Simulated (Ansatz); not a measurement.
Working through a cohesive energy from free atoms of Rb and its free atoms

Program: the Python package of Ansatz (0.2.0).

Notebook, run cell by cell (the value of a cell's last expression is shown):

```python
from collections import Counter
from dataclasses import dataclass
import warnings

import ansatz as az
```

```python
@dataclass(frozen=True)
class Options:
    xc: str = 'lda'
    scf_tol: float = 1e-08
    max_scf: int = 80
    cutoff_ev: int = 460
    kspacing: float = 0.26
    occupations: str = 'fermi_dirac'
    sigma: float = 0.02
```

```python
opts = Options()
```

```python
PHASES = {
    'Rb': (
        [(-2.8025, 2.8025, 2.8025), (2.8025, -2.8025, 2.8025), (2.8025, 2.8025, -2.8025)],
        [
            ('Rb', (0.0, 0.0, 0.0)),
        ],
    ),
}
```

```python
def build(vectors, sites):
    crystal = az.Crystal(lattice=az.Lattice.of(vectors))
    for symbol, position in sites:
        crystal = crystal.atom(symbol, position)
    return crystal
```

```python
def counts(outcome):
    return Counter(site.symbol for site in outcome.lattice.sites)
```

```python
UNPAIRED = {'Rb': 1}  # unpaired electrons of the free atoms
```

```python
def ground_state(name, crystal):
    calc = crystal.calculation()
    calc = calc.functional(opts.xc)
    calc = calc.scf(tolerance=opts.scf_tol, max_iterations=opts.max_scf)
    calc = calc.basis(opts.cutoff_ev)
    calc = calc.kpoints(spacing=opts.kspacing)
    calc = calc.occupations(opts.occupations, width=opts.sigma)
    if name.endswith(' atom'):
        calc = calc.kpoints(1, 1, 1).occupations('fermi_dirac', width=0.01)
        if UNPAIRED[name.split()[0]]:
            calc = calc.spin('collinear')
        return calc.run(threads=1, backend='cpu')
    calc = calc.relax(force_tolerance=0.03, max_steps=60, cell=True)
    return calc.run(threads=1, backend='cpu')

warnings.simplefilter('ignore', az.DeckWarning)

phases = {name: build(*cell) for name, cell in PHASES.items()}
# free atoms: a low-symmetry box, moments by the rule of Hund
for element, moment in UNPAIRED.items():
    phases[f'{element} atom'] = az.Lattice.orthorhombic(9.0, 9.5, 10.0).atom(element, (0.5, 0.5, 0.5), moment=moment or None)
```

```python
done = {}
for name, crystal in phases.items():
    done[name] = ground_state(name, crystal)
    print(f'{name}: {done[name].report["energy_sigma0_ev"]:.4f} eV, {len(done[name].lattice.sites)} atoms')

for element in UNPAIRED:
    atom = done[f'{element} atom'].report
    print(f'{element} atom: {atom["energy_sigma0_ev"]:.4f} eV, moment {atom["magnetization_mub"]:.2f} muB')
solid = done['Rb']
n = counts(solid)
binding = (sum(k * done[f'{e} atom'].report['energy_sigma0_ev'] for e, k in n.items()) - solid.report['energy_sigma0_ev']) / sum(n.values())
print(f'cohesive energy {binding:.3f} eV/atom = {96.4853 * binding:.0f} kJ/mol of atoms (no zero-point energy)')
```

    Rb: -3170.7585 eV, 1 atoms
    Rb atom: -3169.9781 eV, 1 atoms
    Rb atom: -3169.9781 eV, moment 1.00 muB
    cohesive energy 0.780 eV/atom = 75 kJ/mol of atoms (no zero-point energy)

Caveats:
- These settings explore the input space; cutoff and mesh may be short of convergence.
- The magnetic order follows from the starting moments and needn't be the lowest.
- For the metals among these phases the mesh is modest: differences between phases can be off by up to 40 meV an atom.
- The program warned that this SCF threshold is loose for forces or stresses.
- Of the deposited cell: the entry's cell lengths or inner coordinates differ somewhat from later room-temperature determinations.
- The cells come from databases of deposited and of computed structures, and not all need be stable phases.
- Free atoms in a box carry small image and symmetry errors, and spin-orbit coupling is left out.
- The script silences the warnings on its input, which a real study should read.
- Run time: 15 s on 1 thread of Arm Neoverse V1, with other jobs on the host, peak memory 0.69 GiB.

(Lines on the test bed's own set-up are left out of the output.)
